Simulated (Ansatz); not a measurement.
# NiS: properties at the relaxed cell

This session takes NiS and sets out to measure the bulk modulus from energies at several volumes.

Program: Ansatz 0.2.0. Level of theory: DFT PBEsol, scalar-relativistic, plane waves, PAW. These are calculated values, not measurements.

## (1) The starting structure

It takes space group P6_3/mmc (No. 194, hexagonal). The conventional cell has a = 3.405 Å, b = 3.405 Å, c = 5.074 Å, α = 90.00°, β = 90.00°, γ = 120.00°. Ni (site symmetry -3m) has 6 S at 2.34 Å and 2 Ni at 2.54 Å in its first shell of neighbours. S (site symmetry -6m2) is surrounded by 6 Ni at 2.34 Å.

As a file:

```
Ni S
1.0
     3.40544    0.00000    0.00000
    -1.70272    2.94920    0.00000
     0.00000    0.00000    5.07356
Ni S
2 2
Direct
  0.00000 0.00000 0.00000
  0.00000 0.00000 0.50000
  0.33333 0.66667 0.25000
  0.66667 0.33333 0.75000
```

It is the result of an earlier relaxation at this level (volume 12.74 Å³/atom; gap on the mesh: none (metal)).

## (2) Volume × 0.97

File input.yaml:

```yaml
crystal:
  lattice:
    - [3.3710400203, 0.0, 0.0]
    - [-1.6855200101, 2.9194062947, 0.0]
    - [0.0, 0.0, 5.0223118703]
  atoms:
    - { symbol: Ni, position: [0.0, 0.0, 0.0] }
    - { symbol: Ni, position: [0.0, 0.0, 0.5] }
    - { symbol: S, position: [0.3333333333, 0.6666666667, 0.25] }
    - { symbol: S, position: [0.6666666667, 0.3333333333, 0.75] }
basis:
  ecutwfc: 420
kpoints:
  mp_grid: { grid: [12, 12, 8] }
hamiltonian:
  xc: pbesol
scf:
  occupations: { method: gaussian, width: 0.1 }
output:
  forces: true
  stress: true
  eigenvalues: true
relax:
  adjacent_minimum: "off"
  f_tol: 0.01
  max_steps: 30
  cell: { stress_tol: 0.1, fix: [volume] }
```

The run is started by

```bash
> ansatz run input.yaml --threads 1 --pin off --max-ram 2560MiB --backend cpu --events-out ev --progress --plain --runs-dir out
```

## (3) Point at V/V0 = 1.03

input.yaml: that of step 2 with these lines changed.

```diff
@@ -2,5 +2,5 @@
   lattice:
-    - [3.3710400203, 0.0, 0.0]
-    - [-1.6855200101, 2.9194062947, 0.0]
-    - [0.0, 0.0, 5.0223118703]
+    - [3.439160192, 0.0, 0.0]
+    - [-1.719580096, 2.978400094, 0.0]
+    - [0.0, 0.0, 5.1238000594]
   atoms:
```

## (4) The cell scaled to 0.94 of its volume

input.yaml: that of step 3 with these lines changed.

```diff
@@ -2,5 +2,5 @@
   lattice:
-    - [3.439160192, 0.0, 0.0]
-    - [-1.719580096, 2.978400094, 0.0]
-    - [0.0, 0.0, 5.1238000594]
+    - [3.3359224662, 0.0, 0.0]
+    - [-1.6679612331, 2.8889936008, 0.0]
+    - [0.0, 0.0, 4.9699923169]
   atoms:
```

## (5) Volume × 1.06

input.yaml: that of step 4 with these lines changed.

```diff
@@ -2,5 +2,5 @@
   lattice:
-    - [3.3359224662, 0.0, 0.0]
-    - [-1.6679612331, 2.8889936008, 0.0]
-    - [0.0, 0.0, 4.9699923169]
+    - [3.4722310688, 0.0, 0.0]
+    - [-1.7361155344, 3.0070403134, 0.0]
+    - [0.0, 0.0, 5.1730703901]
   atoms:
```

## (6) Volume × 0.91

input.yaml: that of step 5 with these lines changed.

```diff
@@ -2,5 +2,5 @@
   lattice:
-    - [3.4722310688, 0.0, 0.0]
-    - [-1.7361155344, 3.0070403134, 0.0]
-    - [0.0, 0.0, 5.1730703901]
+    - [3.300049552, 0.0, 0.0]
+    - [-1.650024776, 2.8579267457, 0.0]
+    - [0.0, 0.0, 4.9165473972]
   atoms:
```

## (7) Volume × 1.10

input.yaml: that of step 6 with these lines changed.

```diff
@@ -2,5 +2,5 @@
   lattice:
-    - [3.300049552, 0.0, 0.0]
-    - [-1.650024776, 2.8579267457, 0.0]
-    - [0.0, 0.0, 4.9165473972]
+    - [3.5153687848, 0.0, 0.0]
+    - [-1.7576843924, 3.0443986713, 0.0]
+    - [0.0, 0.0, 5.2373387055]
   atoms:
```

## (8) The cell scaled to 0.88 of its volume

input.yaml: that of step 7 with these lines changed.

```diff
@@ -2,5 +2,5 @@
   lattice:
-    - [3.5153687848, 0.0, 0.0]
-    - [-1.7576843924, 3.0443986713, 0.0]
-    - [0.0, 0.0, 5.2373387055]
+    - [3.2633792995, 0.0, 0.0]
+    - [-1.6316896498, 2.8261693756, 0.0]
+    - [0.0, 0.0, 4.8619145708]
   atoms:
```

(Steps that only read results are left out.)

Before running it: what results should come out? Wanted: equilibrium volume of the fit; bulk modulus.

The runs gave:

| quantity | value |
| --- | --- |
| equilibrium volume of the fit | 12.74 Å³/atom |
| bulk modulus | 160 GPa |
| its pressure derivative | 4.7 |

What this shows: The fit puts the minimum at 12.74 Å³/atom with B = 160 GPa and B' = 4.7. The final runs have no spin polarisation, so a magnetic state may lie lower.
